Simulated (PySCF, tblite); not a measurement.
**C₃H₁₀SSi₂: dynamics, then NMR shifts on frames**

Aim: move C₃H₁₀SSi₂ (`C=CC[SiH2]S[SiH3]`) away from its starting geometry and see how NMR shifts follow the geometry.

Programs: tblite 0.8.0 and PySCF 2.14.0, with density-fitted response routines of our own. Each step states its level of theory. These are calculated values for one molecule in the gas phase, unless marked as measured. Atoms are numbered from 0 throughout.

### 1 The starting structure

16 atoms, charge 0, multiplicity 1; geometry from: GFN2-xTB.

Bonds of the start (Å): C0–C1 1.32, C1–C2 1.49, C2–Si3 1.90, Si3–S4 2.15, S4–Si5 2.14, C0–H6 1.08, C0–H7 1.08, C1–H8 1.08, C2–H9 1.09, C2–H10 1.09, Si3–H11 1.46, Si3–H12 1.46, Si5–H13 1.46, Si5–H14 1.46, Si5–H15 1.45.

### 2 A short Langevin run with GFN2-xTB

The job: settings as JSON, then the geometry in Å.

```
{"job": {"kind": "md", "xc": "GFN2-xTB", "basis": "xTB", "temperature": 200, "steps": 2000, "every": 50, "frames": 5}, "charge": 0, "multiplicity": 1}
C     -3.351654     0.047514     0.562430
C     -2.352400    -0.555585    -0.055072
C     -1.080441    -0.965321     0.595965
Si     0.348672     0.154167     0.038727
S      2.104876    -0.601198     1.026995
Si     3.668332     0.663655     0.291673
H     -4.250547     0.340069     0.047519
H     -3.311761     0.267565     1.616841
H     -2.416718    -0.763092    -1.115485
H     -0.843764    -1.997964     0.332033
H     -1.180771    -0.920079     1.681137
H      0.573477     0.083530    -1.404598
H      0.148370     1.543236     0.444838
H      3.751492     0.497429    -1.154223
H      3.340955     2.042886     0.629195
H      4.844285     0.172133     0.985581
```

Method: GFN2-xTB Langevin dynamics, gas phase.

The run is started by

```
OMP_NUM_THREADS=1 python probes_run.py task.json out
```

The driver reads the jobs from task.json and runs them one after another.

Standard output:

```text
t/fs     T/K      E/eV
    0.0   162.6   -496.48489
   25.0    85.6   -496.24687
   50.0   155.9   -496.22840
   75.0   177.5   -496.19064
  100.0   194.7   -496.18744
  125.0   179.5   -496.19983
  150.0   186.7   -496.13970
  175.0   166.3   -496.09425
  200.0   163.6   -496.04882
  225.0   252.7   -496.18308
  250.0   263.2   -496.21255
  275.0   228.7   -496.18375
  300.0   226.5   -496.07536
  325.0   211.1   -495.97245
  350.0   206.2   -496.11122
  375.0   246.7   -496.13028
  400.0   237.6   -496.17532
  425.0   206.1   -496.14009
  450.0   165.9   -496.08435
  475.0   177.6   -496.09105
  500.0   175.1   -496.01009
  525.0   140.3   -496.04662
  550.0   160.1   -496.05718
  575.0   222.3   -496.12539
  600.0   240.4   -496.06084
  625.0   264.9   -496.05992
  650.0   254.4   -496.10126
  675.0   182.4   -496.02206
  700.0   179.2   -496.01748
  725.0   201.5   -496.08937
  750.0   177.7   -496.14072
  775.0   159.8   -496.12550
  800.0   152.0   -496.07227
  825.0   189.3   -496.10415
  850.0   214.8   -496.17706
  875.0   191.7   -496.08133
  900.0   215.0   -496.10484
  925.0   193.3   -496.02489
  950.0   177.7   -496.05918
  975.0   225.1   -496.09891
 1000.0   187.9   -495.99730
```

It took 13 s on 1 thread of Arm Neoverse V2, shared host; peak memory 0.18 GiB.

Distance from the start (root mean square after alignment): 0 fs 0.00 Å, 200 fs 0.46 Å, 400 fs 0.77 Å, 600 fs 0.99 Å, 800 fs 0.84 Å, 1000 fs 1.13 Å.

Positions (Å) and forces (eV/Å) at 1000 fs:

```xyz
16

C    -3.668    0.190    0.666   -0.873   -2.134    0.970
C    -2.751    0.167    1.625   -0.003   -0.293   -1.087
C    -1.506    0.959    1.529    1.224   -0.914    1.182
Si   -0.069    0.153    0.444   -0.570    0.722    0.678
S     1.317   -1.090    1.524   -0.383   -0.199    0.406
Si    3.089   -0.883    0.384    1.044    0.765    0.553
H    -4.487   -0.593    0.742    0.792    1.429   -0.314
H    -3.576    0.758   -0.220   -0.125    0.451   -0.442
H    -2.850   -0.540    2.421    0.033   -0.076    0.404
H    -1.137    1.146    2.554    0.117   -0.170   -0.326
H    -1.753    1.904    1.151   -0.117    1.300   -0.871
H    -0.632   -0.763   -0.488   -0.437   -0.471   -0.594
H     0.742    1.138   -0.279   -0.133    0.099    0.148
H     3.047   -1.441   -0.957   -0.061   -0.152    0.057
H     3.175    0.602    0.309    0.171   -0.466   -0.148
H     4.179   -1.366    1.304   -0.680    0.107   -0.617
```

### 3 NMR shieldings: 250 fs, PBE0/pcSseg-1

The job: settings as JSON, then the geometry in Å.

```
{"job": {"kind": "nmr", "xc": "PBE0", "basis": "pcSseg-1", "pop": false}, "charge": 0, "multiplicity": 1}
C     -3.418100     0.209100     0.318700
C     -2.653200    -0.855700     0.243000
C     -1.374200    -1.002100     1.046000
Si     0.096700    -0.177200     0.206700
S      1.757800    -0.618700     1.524000
Si     3.454700     0.280700     0.465100
H     -4.251100     0.388800    -0.399800
H     -3.376700     0.955700     1.042800
H     -2.834000    -1.597200    -0.491200
H     -1.195900    -2.075400     1.229300
H     -1.476300    -0.538900     2.010000
H      0.270000    -0.622200    -1.139300
H      0.002400     1.266700     0.207500
H      2.922500     0.689800    -0.852900
H      3.877800     1.425600     1.178000
H      4.530500    -0.669000     0.328400
```

With the program's defaults for keys left out, this is: GIAO PBE0/pcSseg-1 NMR shielding, non-relativistic, gas phase.

Standard output:

```text
coarse grid: 14336 points
cycle   1  E = -1096.8520601165  dE =  3.331e-01  |g| = 4.037e-01  |ddm| = 3.549e+00
cycle   2  E = -1096.8447026430  dE =  7.357e-03  |g| = 4.395e-01  |ddm| = 9.301e-01
cycle   3  E = -1096.8979510868  dE = -5.325e-02  |g| = 2.880e-02  |ddm| = 5.296e-01
cycle   4  E = -1096.8981065864  dE = -1.555e-04  |g| = 1.462e-02  |ddm| = 5.079e-02
cycle   5  E = -1096.8981579897  dE = -5.140e-05  |g| = 5.086e-03  |ddm| = 1.918e-02
cycle   6  E = -1096.8981637585  dE = -5.769e-06  |g| = 1.780e-03  |ddm| = 5.162e-03
final grid: 122944 points
cycle   7  E = -1096.9345631278  dE = -1.997e-05  |g| = 7.495e-03  |ddm| = 2.212e-02
cycle   8  E = -1096.9345512873  dE =  1.184e-05  |g| = 9.953e-03  |ddm| = 1.617e-02
cycle   9  E = -1096.9345772710  dE = -2.598e-05  |g| = 1.355e-03  |ddm| = 9.664e-03
cycle  10  E = -1096.9345777258  dE = -4.547e-07  |g| = 2.179e-04  |ddm| = 1.154e-03
cycle  11  E = -1096.9345777379  dE = -1.209e-08  |g| = 3.860e-05  |ddm| = 2.594e-04
cycle  12  E = -1096.9345777382  dE = -3.483e-10  |g| = 1.587e-05  |ddm| = 6.163e-05
converged SCF energy = -1096.9345777382

GIAO shielding tensors (ppm)
atom      isotropic    diamagn.    paramagn.     s11        s22        s33       span
  0 C       64.372     251.231    -186.859    -45.879     76.437    162.559    208.438
  1 C       49.109     258.087    -208.977    -70.079     54.240    163.167    233.246
  2 C      163.617     254.519     -90.902    138.338    159.050    193.464     55.126
  3 Si     371.878     882.260    -510.382    334.867    345.773    434.994    100.127
  4 S      852.309    1061.086    -208.777    777.230    847.022    932.675    155.445
  5 Si     402.655     879.741    -477.087    357.670    391.892    458.402    100.732
  6 H       26.053      26.506      -0.453     23.531     24.703     29.925      6.393
  7 H       26.805      32.441      -5.636     23.183     26.352     30.880      7.697
  8 H       25.834      31.918      -6.084     23.593     25.110     28.799      5.205
  9 H       29.484      31.167      -1.682     24.774     29.581     34.098      9.323
 10 H       29.844      32.833      -2.989     25.564     30.233     33.736      8.172
 11 H       27.615      32.542      -4.927     23.588     26.864     32.393      8.805
 12 H       27.266      32.733      -5.467     22.960     26.635     32.203      9.242
 13 H       27.037      29.625      -2.588     22.890     26.429     31.792      8.901
 14 H       27.634      29.615      -1.981     23.233     25.535     34.135     10.902
 15 H       27.318      28.801      -1.483     23.219     25.037     33.697     10.478
```

Wall time 18 s (1 thread of Arm Neoverse V2, shared host); peak memory 0.79 GiB.

The references, computed at this level on geometries of the same kind, shield at (ppm): 1H TMS 31.72, 13C TMS 186.9, 29Si TMS 349.2, 33S CS2 504. Their shielding less the atom's gives the shift. The references are single molecules in the gas phase. Each atom is listed at this fixed geometry, with no averaging over motion; a spectrum would average atoms that exchange fast.

```csv
atoms,environment,σ (ppm),δ (ppm)
C1,alkene CH,49.1,137.8
C0,terminal =CH2 carbon,64.4,122.6
C2,allylic sp3 CH2 bonded to Si,163.6,23.3
H8,hydrogen on an alkene CH,25.83,5.88
H6,hydrogen on a terminal =CH2 carbon,26.05,5.66
H7,hydrogen on a terminal =CH2 carbon,26.81,4.91
H13,hydrogen on a silicon bonded to S,27.04,4.68
H12,"hydrogen on a silicon bonded to C, S",27.27,4.45
H15,hydrogen on a silicon bonded to S,27.32,4.40
H11,"hydrogen on a silicon bonded to C, S",27.61,4.10
H14,hydrogen on a silicon bonded to S,27.63,4.08
H9,hydrogen on an allylic sp3 CH2 bonded to Si,29.48,2.23
H10,hydrogen on an allylic sp3 CH2 bonded to Si,29.84,1.87
Si3,"silicon bonded to C, S, 2 H",371.9,-22.7
Si5,"silicon bonded to S, 3 H",402.7,-53.5
S4,sulfur bonded to 2 Si,852,-349
```

### 4 Shielding tensors: 425 fs, PBE0/pcSseg-1

The job: settings as JSON, then the geometry in Å.

```
{"job": {"kind": "nmr", "xc": "PBE0", "basis": "pcSseg-1", "pop": false}, "charge": 0, "multiplicity": 1}
C     -4.117700    -0.176700     0.632300
C     -2.927600    -0.727500     0.575500
C     -1.818400    -0.569600     1.596400
Si    -0.268300    -0.002700     0.707200
S      1.530600    -0.538000     1.742600
Si     3.203500    -0.400100     0.384600
H     -4.817100    -0.290000    -0.158600
H     -4.415300     0.266100     1.551600
H     -2.558600    -1.181400    -0.320600
H     -1.712800    -1.600700     1.920800
H     -2.189800     0.034300     2.439700
H     -0.207500    -0.695500    -0.607900
H     -0.290800     1.440600     0.605800
H      2.719500     0.238100    -0.895600
H      4.056900     0.608900     1.014600
H      3.756200    -1.758700     0.241600
```

With the program's defaults for keys left out, this is: GIAO PBE0/pcSseg-1 NMR shielding, non-relativistic, gas phase.

Standard output:

```text
coarse grid: 14336 points
cycle   1  E = -1096.8458529366  dE =  3.434e-01  |g| = 4.144e-01  |ddm| = 3.552e+00
cycle   2  E = -1096.8411167652  dE =  4.736e-03  |g| = 4.417e-01  |ddm| = 9.471e-01
cycle   3  E = -1096.8942300851  dE = -5.311e-02  |g| = 2.777e-02  |ddm| = 5.221e-01
cycle   4  E = -1096.8943450052  dE = -1.149e-04  |g| = 1.695e-02  |ddm| = 4.629e-02
cycle   5  E = -1096.8944096054  dE = -6.460e-05  |g| = 6.511e-03  |ddm| = 1.906e-02
cycle   6  E = -1096.8944197196  dE = -1.011e-05  |g| = 1.643e-03  |ddm| = 6.337e-03
cycle   7  E = -1096.8944204431  dE = -7.235e-07  |g| = 3.001e-04  |ddm| = 1.854e-03
final grid: 122944 points
cycle   8  E = -1096.9313663387  dE = -2.544e-05  |g| = 6.969e-03  |ddm| = 2.445e-02
cycle   9  E = -1096.9313623621  dE =  3.977e-06  |g| = 7.845e-03  |ddm| = 1.495e-02
cycle  10  E = -1096.9313786637  dE = -1.630e-05  |g| = 7.116e-04  |ddm| = 8.489e-03
cycle  11  E = -1096.9313787732  dE = -1.095e-07  |g| = 2.906e-04  |ddm| = 7.948e-04
cycle  12  E = -1096.9313787947  dE = -2.150e-08  |g| = 4.698e-05  |ddm| = 2.651e-04
cycle  13  E = -1096.9313787952  dE = -5.348e-10  |g| = 1.633e-05  |ddm| = 6.581e-05
converged SCF energy = -1096.9313787952

GIAO shielding tensors (ppm)
atom      isotropic    diamagn.    paramagn.     s11        s22        s33       span
  0 C       67.650     250.472    -182.822    -48.145     92.293    158.802    206.947
  1 C       42.794     263.264    -220.469    -75.769     50.185    153.968    229.737
  2 C      160.205     251.828     -91.623    142.176    157.017    181.422     39.246
  3 Si     370.727     881.601    -510.874    313.493    384.095    414.592    101.099
  4 S      851.470    1061.178    -209.708    765.302    879.472    909.636    144.334
  5 Si     403.661     879.445    -475.784    372.686    387.480    450.817     78.131
  6 H       26.584      28.734      -2.150     23.030     25.671     31.051      8.022
  7 H       26.513      29.977      -3.464     22.703     25.753     31.082      8.379
  8 H       25.952      34.545      -8.594     23.434     23.785     30.636      7.202
  9 H       29.594      30.972      -1.378     24.864     29.735     34.182      9.318
 10 H       29.326      31.632      -2.306     25.474     28.928     33.577      8.103
 11 H       26.665      32.439      -5.774     22.107     26.714     31.173      9.066
 12 H       26.969      32.000      -5.031     22.283     26.482     32.142      9.860
 13 H       26.401      29.476      -3.075     22.767     25.511     30.925      8.158
 14 H       26.628      28.377      -1.749     22.131     24.791     32.963     10.832
 15 H       26.527      28.266      -1.740     22.227     24.433     32.919     10.692
```

Wall time 15 s (1 thread of Arm Neoverse V2, shared host); peak memory 0.81 GiB.

In short: δ C1 144.1, C0 119.3, C2 26.7, Si3 -21.6, H8 5.77, H13 5.32 ppm.

(Part 1 of 2 ends here.)
